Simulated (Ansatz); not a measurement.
# K26Cl27 (Sylvite): the cost of one run

Computed with Ansatz 0.2.0 (DFT, PBE, plane-wave PAW, default files, scalar-relativistic, as far as a step names no other, unless a step's input says otherwise).

**1. The structure to begin with**

Symmetry: Fm-3m, No. 225, cubic system. Conventional cell: a = 18.879 Å, b = 18.879 Å, c = 18.879 Å, α = 90.00°, β = 90.00°, γ = 90.00°. K (site symmetry mm2) has 6 Cl at 3.15 Å in its first shell of neighbours. K (site symmetry 3m) has 6 Cl at 3.15 Å in its first shell of neighbours. K (site symmetry 4mm) has 6 Cl at 3.15 Å in its first shell of neighbours. Around Cl (site symmetry 3m) lie 6 K at 3.15 Å. Around Cl (site symmetry 4mm) lie 5 K at 3.15 Å. Around Cl (site symmetry mm2) lie 6 K at 3.15 Å. Cl (site symmetry m-3m) has 6 K at 3.15 Å in its first shell of neighbours.

Structure file:

```cif
data_structure
_symmetry_space_group_name_H-M 'Fm-3m'
_symmetry_Int_Tables_number 225
_cell_length_a 18.8788
_cell_length_b 18.8788
_cell_length_c 18.8788
_cell_angle_alpha 90.000
_cell_angle_beta 90.000
_cell_angle_gamma 90.000
_cell_volume 6728.60
loop_
_atom_site_label
_atom_site_type_symbol
_atom_site_symmetry_multiplicity
_atom_site_Wyckoff_symbol
_atom_site_fract_x
_atom_site_fract_y
_atom_site_fract_z
_atom_site_occupancy
K1 K 48 h 0.16667 0.16667 0.00000 1
K2 K 32 f 0.83333 0.16667 0.66667 1
K3 K 24 e 0.50000 0.00000 0.83333 1
Cl1 Cl 32 f 0.16667 0.66667 0.66667 1
Cl2 Cl 24 e 0.50000 0.00000 0.66667 1
Cl3 Cl 48 i 0.50000 0.83333 0.83333 1
Cl4 Cl 4 b 0.50000 0.00000 0.00000 1
```

The vacant site is at (0.000, 0.000, 0.000) in fractional coordinates of the input's cell.

**2. Single point at the given positions**

The input, input.yaml:

```yaml
crystal:
  lattice:
    - [0.0, 9.43941, 9.43941]
    - [9.43941, 0.0, 9.43941]
    - [9.43941, 9.43941, 0.0]
  atoms:
    - { symbol: K, position: [0.0, 0.0, 0.3333333333] }
    - { symbol: K, position: [0.0, 0.0, 0.6666666667] }
    - { symbol: K, position: [0.0, 0.3333333333, 0.0] }
    - { symbol: K, position: [0.0, 0.3333333333, 0.3333333333] }
    - { symbol: K, position: [0.0, 0.3333333333, 0.6666666667] }
    - { symbol: K, position: [0.0, 0.6666666667, 0.0] }
    - { symbol: K, position: [0.0, 0.6666666667, 0.3333333333] }
    - { symbol: K, position: [0.0, 0.6666666667, 0.6666666667] }
    - { symbol: K, position: [0.3333333333, 0.0, 0.0] }
    - { symbol: K, position: [0.3333333333, 0.0, 0.3333333333] }
    - { symbol: K, position: [0.3333333333, 0.0, 0.6666666667] }
    - { symbol: K, position: [0.3333333333, 0.3333333333, 0.0] }
    - { symbol: K, position: [0.3333333333, 0.3333333333, 0.3333333333] }
    - { symbol: K, position: [0.3333333333, 0.3333333333, 0.6666666667] }
    - { symbol: K, position: [0.3333333333, 0.6666666667, 0.0] }
    - { symbol: K, position: [0.3333333333, 0.6666666667, 0.3333333333] }
    - { symbol: K, position: [0.3333333333, 0.6666666667, 0.6666666667] }
    - { symbol: K, position: [0.6666666667, 0.0, 0.0] }
    - { symbol: K, position: [0.6666666667, 0.0, 0.3333333333] }
    - { symbol: K, position: [0.6666666667, 0.0, 0.6666666667] }
    - { symbol: K, position: [0.6666666667, 0.3333333333, 0.0] }
    - { symbol: K, position: [0.6666666667, 0.3333333333, 0.3333333333] }
    - { symbol: K, position: [0.6666666667, 0.3333333333, 0.6666666667] }
    - { symbol: K, position: [0.6666666667, 0.6666666667, 0.0] }
    - { symbol: K, position: [0.6666666667, 0.6666666667, 0.3333333333] }
    - { symbol: K, position: [0.6666666667, 0.6666666667, 0.6666666667] }
    - { symbol: Cl, position: [0.1666666667, 0.1666666667, 0.1666666667] }
    - { symbol: Cl, position: [0.1666666667, 0.1666666667, 0.5] }
    - { symbol: Cl, position: [0.1666666667, 0.1666666667, 0.8333333333] }
    - { symbol: Cl, position: [0.1666666667, 0.5, 0.1666666667] }
    - { symbol: Cl, position: [0.1666666667, 0.5, 0.5] }
    - { symbol: Cl, position: [0.1666666667, 0.5, 0.8333333333] }
    - { symbol: Cl, position: [0.1666666667, 0.8333333333, 0.1666666667] }
    - { symbol: Cl, position: [0.1666666667, 0.8333333333, 0.5] }
    - { symbol: Cl, position: [0.1666666667, 0.8333333333, 0.8333333333] }
    - { symbol: Cl, position: [0.5, 0.1666666667, 0.1666666667] }
    - { symbol: Cl, position: [0.5, 0.1666666667, 0.5] }
    - { symbol: Cl, position: [0.5, 0.1666666667, 0.8333333333] }
    - { symbol: Cl, position: [0.5, 0.5, 0.1666666667] }
    - { symbol: Cl, position: [0.5, 0.5, 0.5] }
    - { symbol: Cl, position: [0.5, 0.5, 0.8333333333] }
    - { symbol: Cl, position: [0.5, 0.8333333333, 0.1666666667] }
    - { symbol: Cl, position: [0.5, 0.8333333333, 0.5] }
    - { symbol: Cl, position: [0.5, 0.8333333333, 0.8333333333] }
    - { symbol: Cl, position: [0.8333333333, 0.1666666667, 0.1666666667] }
    - { symbol: Cl, position: [0.8333333333, 0.1666666667, 0.5] }
    - { symbol: Cl, position: [0.8333333333, 0.1666666667, 0.8333333333] }
    - { symbol: Cl, position: [0.8333333333, 0.5, 0.1666666667] }
    - { symbol: Cl, position: [0.8333333333, 0.5, 0.5] }
    - { symbol: Cl, position: [0.8333333333, 0.5, 0.8333333333] }
    - { symbol: Cl, position: [0.8333333333, 0.8333333333, 0.1666666667] }
    - { symbol: Cl, position: [0.8333333333, 0.8333333333, 0.5] }
    - { symbol: Cl, position: [0.8333333333, 0.8333333333, 0.8333333333] }
total_charge: -1
kpoints:
  mp_grid: { grid: [2, 2, 2] }
scf:
  occupations: { method: fermi_dirac, width: 0.01 }
hamiltonian:
  xc: pbe
  pseudopotentials: { kind: paw }
output:
  forces: true
  stress: true
  populations: true
  efg:
    quadrupole_moments_barn: { K: 0.0603, Cl: -0.08112 }
    contact_densities: true
```

Run with:

```bash
$ ansatz run input.yaml --threads 4 --pin off --max-ram 8192MiB --backend cpu --events-out ev --progress --plain --runs-dir out
```

What time and memory should one allow on 4 threads of Arm Neoverse V2, shared host?

About 40 s, with a peak of 5.7 GiB.
